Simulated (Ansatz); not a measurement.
# BGaH₇NSi: one species, many methods

Aim: compute BGaH₇NSi with functionals from several rungs and with coupled cluster. The yardstick is the atomisation energy at the CCSD(T) limit.

The runs use Ansatz 0.2.0, Gaussian basis; functionals in def2-TZVPP, the program's frozen cores in correlated methods.

Plan: LDA (SPW92), PBE-D4, revPBE-D4, BLYP-D4, r2SCAN-D4, B97M-V, PBE0-D4, B3LYP-D4, r2SCANh-D4, r2SCAN0-D4, HSE06-D4, BHLYP-D4, CAM-B3LYP-D4, LC-ωPBE, ωB97X-V, ωB97M-V, B2PLYP, PBE-QIDH; CCSD(T)/def2-SVP; CCSD(T)/def2-TZVPP; MP2/def2-QZVPP; extrapolation to the limit; RPA on PBE.

### Step 1. Structure used throughout

The geometry comes from an earlier relaxation with PBE0-D4 in a triple-zeta def2 set; it is a stationary point, not always the lowest conformer.

SMILES `[NH2][GaH][BH][SiH3]`, 11 atoms, charge 0, spin multiplicity 1.

Atoms are counted from 1 here; the program's logs count them from 0.

Bond lengths: N1–Ga2 1.819 Å, N1–H5 1.006 Å, N1–H6 1.005 Å, Ga2–B3 2.073 Å, Ga2–H7 1.571 Å, B3–Si4 2.003 Å, B3–H8 1.199 Å, Si4–H9 1.498 Å, Si4–H10 1.489 Å, Si4–H11 1.489 Å. Angles: Ga2–N1–H5 123.3°, Ga2–N1–H6 124.9°, H5–N1–H6 111.8°, N1–Ga2–B3 120.4°, N1–Ga2–H7 113.7°, B3–Ga2–H7 125.9°, Ga2–B3–Si4 123.2°, Ga2–B3–H8 119.7°, Si4–B3–H8 117.0°, B3–Si4–H9 103.0°, B3–Si4–H10 114.2°, B3–Si4–H11 115.6°, H9–Si4–H10 107.2°, H9–Si4–H11 107.8°, H10–Si4–H11 108.3°.

### Step 2. LDA

This LDA is Slater exchange with PW92 correlation.

File in.yaml:

```yaml
crystal:
  periodic: [false, false, false]
  atoms:
    - {symbol: N, position_ang: [-0.896001, 2.288741, 0.499445]}
    - {symbol: Ga, position_ang: [0.583858, 1.239590, 0.639971]}
    - {symbol: B, position_ang: [0.406502, -0.825679, 0.680474]}
    - {symbol: Si, position_ang: [0.179854, -1.938714, -0.969333]}
    - {symbol: H, position_ang: [-0.860910, 3.293829, 0.484292]}
    - {symbol: H, position_ang: [-1.841470, 1.948184, 0.470659]}
    - {symbol: H, position_ang: [1.930242, 2.048634, 0.678875]}
    - {symbol: H, position_ang: [0.383019, -1.400251, 1.732777]}
    - {symbol: H, position_ang: [-1.306971, -1.991766, -1.139780]}
    - {symbol: H, position_ang: [0.743239, -1.323702, -2.202801]}
    - {symbol: H, position_ang: [0.678639, -3.338876, -0.874569]}
basis:
  gaussian: {orbitals: def2-TZVPP}
hamiltonian: {xc: lda}
output: {orbitals: {seedname: orbitals}}
```

Started as:

```bash
ansatz run in.yaml --threads 4 --pin off --events-out ev --progress --plain --max-ram 10444MiB
```

Further steps of the session: PBE-D4 (GGA); revPBE-D4 (GGA); BLYP-D4 (GGA); r2SCAN-D4 (meta-GGA); B97M-V (meta-GGA); B3LYP-D4 (hybrid); r2SCANh-D4 (hybrid); r2SCAN0-D4 (hybrid); HSE06-D4 (hybrid); BHLYP-D4 (hybrid); CAM-B3LYP-D4 (range-separated); LC-ωPBE (range-separated); ωB97X-V (range-separated); ωB97M-V (range-separated); B2PLYP (double hybrid); PBE-QIDH (double hybrid); CCSD(T) in def2-SVP; CCSD(T) in def2-TZVPP; MP2 in def2-QZVPP; RPA on PBE orbitals.

Q: Predict the results of all the runs planned. Wanted: atomisation energy, CCSD(T)/CBS; farthest beyond LDA; mean size of error, GGA; mean size of error, meta-GGA; mean size of error, hybrid; mean size of error, range-separated; mean size of error, double hybrid; gap, smallest and largest; T1 diagnostic.

As calculated:

| quantity | value |
| --- | --- |
| atomisation energy, CCSD(T)/CBS | 3229.6 kJ/mol |
| functionals within 32.3 kJ/mol (1.0 %) | PBE-D4, BLYP-D4, r2SCAN-D4, B97M-V, PBE0-D4, B3LYP-D4, r2SCANh-D4, HSE06-D4, CAM-B3LYP-D4, LC-ωPBE, ωB97X-V, ωB97M-V |
| farthest beyond LDA | revPBE-D4 (-63.9 kJ/mol) |
| mean size of error, GGA | 31.6 kJ/mol |
| mean size of error, meta-GGA | 9.7 kJ/mol |
| mean size of error, hybrid | 27.3 kJ/mol |
| mean size of error, range-separated | 15.0 kJ/mol |
| mean size of error, double hybrid | 41.6 kJ/mol |
| gap, smallest and largest | 2.32 eV (LDA (SPW92)), 9.60 eV (LC-ωPBE) |
| T1 diagnostic | 0.0146 |
| triples share of the correlation energy | 3.7 % |

In words: The LDA atomisation energy is off by 395.2 kJ/mol (12 %): it overbinds. PBE-D4 is off by +1.7 kJ/mol. Double hybrids carry the basis error of their MP2 part in triple zeta, and no dispersion term here, so their miss is partly the set-up's. The rungs meta-GGA, range-separated, hybrid, GGA miss on average by less than the doubt on the reference (32.3 kJ/mol), so they tie. The reference freezes the cores and leaves out relativity and excitations past (T), and its outer-core shells are covered unevenly, so misses under about 32.3 kJ/mol can't be ranked. Hartree-Fock recovers 73 % of the binding; the rest is correlation. CCSD(T) in def2-SVP is off by -214.3 kJ/mol, which most functionals beat. Orbital gaps span 2.3 to 9.6 eV; exact exchange widens them. Correlated methods include outer-core shells of Ga, which these sets cover unevenly.
